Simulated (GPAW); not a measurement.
A run of GPAW 26.7.0:

Contents of run.py:

```python
from ase import Atoms
from ase.dft.bandgap import bandgap
from ase.io import write
from ase.parallel import parprint
from gpaw import GPAW, PW

atoms = Atoms(['H', 'Pb', 'N', 'O', 'O', 'O', 'O'],
              cell=[[3.85707, 0.00178, -0.03658],
                    [0.17353, 4.33436, -0.01647],
                    [0.75803, 0.83873, 5.87662]],
              scaled_positions=[[0.61511, 0.89559, 0.19844],
                                [0.64597, 0.44651, 0.91685],
                                [0.71474, 0.2381, 0.50058],
                                [0.16958, 0.47007, 0.77768],
                                [0.62919, 0.97045, 0.49845],
                                [0.56424, 0.92583, 0.03849],
                                [0.78022, 0.4225, 0.31951]],
              pbc=True)

calc = GPAW(mode=PW(800),
            xc='LDA',
            kpts={'size': (3, 3, 2), 'gamma': True},
            occupations={'name': 'fermi-dirac', 'width': 0.05},
            magmoms=[[0.0, 0.0, 0.0], [0.0, 0.0, 0.0], [0.0, 0.0, 0.0], [0.0, 0.0, 0.0], [0.0, 0.0, 0.0], [0.0, 0.0, 0.0], [0.0, 0.0, 0.0]],
            soc=True,
            symmetry='off',
            nbands=66,
            convergence={'density': 1e-05, 'energy': 1e-05},
            maxiter=150,
            txt='gpaw.txt')
atoms.calc = calc
energy = atoms.get_potential_energy()
forces = atoms.get_forces()
calc.write('gs.gpw')
write('result.traj', atoms)
parprint(f'Energy: {energy:.6f} eV')
parprint('Forces (eV/A):')
parprint(forces.round(4))
parprint('Moments:')
parprint(calc.get_non_collinear_magnetic_moments().round(3))
parprint('Fermi level:', round(calc.get_fermi_level(), 4), 'eV')
parprint(f'Gap: {bandgap(calc)[0]:.4f} eV, direct: {bandgap(calc, direct=True)[0]:.4f} eV')
```

Potentials or basis: the program's PAW data sets (release 1.2.1) made for this functional, pw.

Command:

```console
$ OMP_NUM_THREADS=1 mpirun -n 8 gpaw python run.py
```

Hardware: 8 MPI ranks on AMD EPYC 7R43 64-Core Processor (Zen 3), with other jobs on the host.

Q: Estimate the wall time of this run.

A: It took 5.3 min on 8 MPI ranks on AMD EPYC 7R43 64-Core Processor (Zen 3), with other jobs on the host, peak memory 0.29 GiB a rank. Counts: scf iterations 14, plane waves 5078, bands 132, k points 18.
